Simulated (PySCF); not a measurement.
# C6H6F3: the cost of one run

Computed with PySCF 2.14.0 and routines of our own; the level stands in each step. Atoms count from 0.

## 1. The starting structure

15 atoms, charge 1, multiplicity 1; geometry from: GFN2-xTB.

## 2. Magnetic properties: GIAO B3LYP/pcSseg-1

Job settings and geometry (Å):

```
{"job": {"kind": "mag", "xc": "B3LYP", "basis": "pcSseg-1", "isotopologues": 0}, "charge": 1, "multiplicity": 1}
C     -2.341406     0.324890    -0.252283
C     -1.236376    -0.741857    -0.269318
F     -0.901107    -1.068155    -1.551522
C     -0.039403    -0.275210     0.419078
C      0.648146     0.217269     1.509916
F      0.637517     0.557081     2.728894
C      1.328872     0.066373     0.314644
C      2.545773     0.178183    -0.460221
F      3.565599     0.651319     0.288288
H     -2.632105     0.559811     0.766769
H     -3.202003    -0.072630    -0.785089
H     -2.008158     1.225762    -0.761141
H     -1.601014    -1.664982     0.215384
H      2.395762     0.857706    -1.318526
H      2.835492    -0.807571    -0.866785
```

Method: GIAO B3LYP/pcSseg-1 magnetisability, rotational g tensor and spin-rotation constants, non-relativistic, gas phase.

Run with:

```sh
> OMP_NUM_THREADS=1 python excited_run.py task.json out
```

This one command runs all jobs of the session in turn.

Q: Estimate the wall time and peak memory of this first job on 1 thread of Arm Neoverse V1, shared host.

About 31 s, with a peak of 0.8 GiB.
